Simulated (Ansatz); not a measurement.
# CH₆AlNOSi: a ladder of functionals and wavefunction methods

One table from this session's results is given with a row withheld; the runs are named, their logs left out.

Program: Ansatz 0.2.0, Gaussian basis. Level of theory: functionals in def2-TZVPP, the program's frozen cores in correlated methods. These are calculated values, not measurements.

The runs, in order: PBE-D4, r2SCAN-D4, PBE0-D4, B3LYP-D4, ωB97X-V, ωB97M-V, B2PLYP; CCSD(T)/def2-TZVPP; MP2/def2-QZVPP; extrapolation to the limit.

## The relaxed structure

All runs share one geometry, relaxed beforehand with PBE0-D4 in a triple-zeta def2 set.

SMILES `O[SiH]1C[NH][AlH]1`, 11 atoms, charge 0, spin multiplicity 1.

Atoms are counted from 1 here; the program's logs count them from 0.

Bond lengths: O1–Si2 1.657 Å, O1–H6 0.958 Å, Si2–C3 1.923 Å, Si2–Al5 2.428 Å, Si2–H7 1.488 Å, C3–N4 1.471 Å, C3–H8 1.098 Å, C3–H9 1.098 Å, N4–Al5 1.784 Å, N4–H10 1.009 Å, Al5–H11 1.588 Å. Angles: Si2–O1–H6 116.8°, O1–Si2–C3 116.6°, O1–Si2–Al5 128.2°, O1–Si2–H7 103.4°, C3–Si2–Al5 74.4°, C3–Si2–H7 110.8°, Al5–Si2–H7 120.1°, Si2–C3–N4 100.5°, Si2–C3–H8 111.8°, Si2–C3–H9 111.8°, N4–C3–H8 112.9°, N4–C3–H9 112.4°, H8–C3–H9 107.4°, C3–N4–Al5 109.3°, C3–N4–H10 115.1°, Al5–N4–H10 135.6°, Si2–Al5–N4 75.4°, Si2–Al5–H11 157.1° and more.

Coordinates:

```
O    -2.1693    1.1408    0.4274
Si   -0.5989    0.9995   -0.0828
C     0.5401   -0.1590    0.9454
N     1.1077   -0.9963   -0.1232
Al    0.3259   -0.5850   -1.6729
H    -2.7296    0.3723    0.3171
H    -0.0975    2.4003   -0.0483
H    -0.0285   -0.7378    1.6850
H     1.3102    0.4033    1.4890
H     1.8382   -1.6280    0.1706
H     0.5670   -1.2669   -3.0867
```

Set-up of the first run:

in.yaml reads:

```yaml
crystal:
  periodic: [false, false, false]
  atoms:
    - {symbol: O, position_ang: [-2.169299, 1.140826, 0.427374]}
    - {symbol: Si, position_ang: [-0.598877, 0.999529, -0.082771]}
    - {symbol: C, position_ang: [0.540135, -0.158962, 0.945372]}
    - {symbol: N, position_ang: [1.107744, -0.996330, -0.123172]}
    - {symbol: Al, position_ang: [0.325863, -0.584977, -1.672919]}
    - {symbol: H, position_ang: [-2.729636, 0.372269, 0.317072]}
    - {symbol: H, position_ang: [-0.097456, 2.400276, -0.048316]}
    - {symbol: H, position_ang: [-0.028462, -0.737814, 1.685047]}
    - {symbol: H, position_ang: [1.310205, 0.403286, 1.489024]}
    - {symbol: H, position_ang: [1.838168, -1.627956, 0.170557]}
    - {symbol: H, position_ang: [0.567016, -1.266946, -3.086668]}
basis:
  gaussian: {orbitals: def2-TZVPP}
hamiltonian: {xc: pbe, dispersion: d4}
output: {forces: true, orbitals: {seedname: orbitals}}
```

Started as:

```bash
> ansatz run in.yaml --threads 4 --pin off --events-out ev --progress --plain --max-ram 10444MiB
```

Steps of the session up to this table: PBE-D4 (GGA); r2SCAN-D4 (meta-GGA); PBE0-D4 (hybrid); B3LYP-D4 (hybrid); ωB97X-V (range-separated); ωB97M-V (range-separated); B2PLYP (double hybrid); CCSD(T) in def2-TZVPP; MP2 in def2-QZVPP.

One table of the session follows, with a row left open; its other results are not shown here.

It belongs to the step «Atomisation energies». 

```
            method  atomisation energy (eV)
            PBE-D4                   40.401
         r2SCAN-D4                   39.787
           PBE0-D4                   39.613
          B3LYP-D4                   39.675
           ωB97X-V                   40.005
           ωB97M-V                   39.893
            B2PLYP                   39.229
     HF/def2-TZVPP                   27.780
    MP2/def2-TZVPP                   39.239
   CCSD/def2-TZVPP                   37.923
CCSD(T)/def2-TZVPP                   38.580
           MP2/CBS                        ?
       CCSD(T)/CBS                   39.844
```

Q: Estimate the row for MP2/CBS from the others.

As computed: atomisation energy (eV): 40.503. In the column «atomisation energy (eV)» it is the highest.

Caveats from the session: Free atoms (1 O, 1 Si, 1 C, 1 N, 1 Al, 6 H) were run apart at each level; the atomisation energy is their sum less the molecule, without zero-point or spin-orbit terms.
